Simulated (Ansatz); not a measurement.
# CO2 (CO2-V): the cost of one run

Method: DFT HSE06, scalar-relativistic, plane waves, PAW, in Ansatz 0.2.0.

## Step 1: Starting point

It takes space group I-42d (No. 122, tetragonal). The conventional cell has a = 3.616 Å, b = 3.616 Å, c = 5.803 Å, α = 90.00°, β = 90.00°, γ = 90.00°. C (site symmetry -4) has 4 O at 1.52 Å as nearest neighbours. O (site symmetry 2) is surrounded by 2 C at 1.52 Å.

Coordinates:

```cif
data_structure
_symmetry_space_group_name_H-M 'I-42d'
_symmetry_Int_Tables_number 122
_cell_length_a 3.6162
_cell_length_b 3.6162
_cell_length_c 5.8034
_cell_angle_alpha 90.000
_cell_angle_beta 90.000
_cell_angle_gamma 90.000
_cell_volume 75.89
loop_
_atom_site_label
_atom_site_type_symbol
_atom_site_symmetry_multiplicity
_atom_site_Wyckoff_symbol
_atom_site_fract_x
_atom_site_fract_y
_atom_site_fract_z
_atom_site_occupancy
C1 C 4 a 0.00000 0.00000 0.00000 1
O1 O 8 d 0.27000 0.25000 0.12500 1
```

## Step 2: Cell and atoms relaxed at 38.6 GPa

Input file input.yaml:

```yaml
crystal:
  lattice:
    - [-1.8081, 1.8081, 2.9017]
    - [1.8081, -1.8081, 2.9017]
    - [1.8081, 1.8081, -2.9017]
  atoms:
    - { symbol: C, position: [0.0, 0.0, 0.0] }
    - { symbol: C, position: [0.75, 0.25, 0.5] }
    - { symbol: O, position: [0.375, 0.395, 0.52] }
    - { symbol: O, position: [0.605, 0.125, 0.98] }
    - { symbol: O, position: [0.875, 0.855, 0.48] }
    - { symbol: O, position: [0.145, 0.625, 0.02] }
scf:
  occupations: { method: fixed }
output:
  forces: true
  stress: true
  eigenvalues: true
  write_density: true
  write_potential: true
  elf: true
  volumetric_format: npy
hamiltonian:
  xc: hse06
basis:
  ecutwfc: 600
kpoints:
  mp_grid: { grid: [5, 5, 5] }
relax:
  f_tol: 0.002
  max_steps: 60
  cell: { stress_tol: 0.03, p_target: 38.6 }
```

The run is started by

```bash
ansatz run input.yaml --threads 2 --pin off --max-ram 6144MiB --backend cpu --events-out ev --progress --plain --runs-dir out
```

What time and memory should one allow on 2 threads of Arm Neoverse V1, shared host?

About 4.7 min, with a peak of 1.2 GiB.
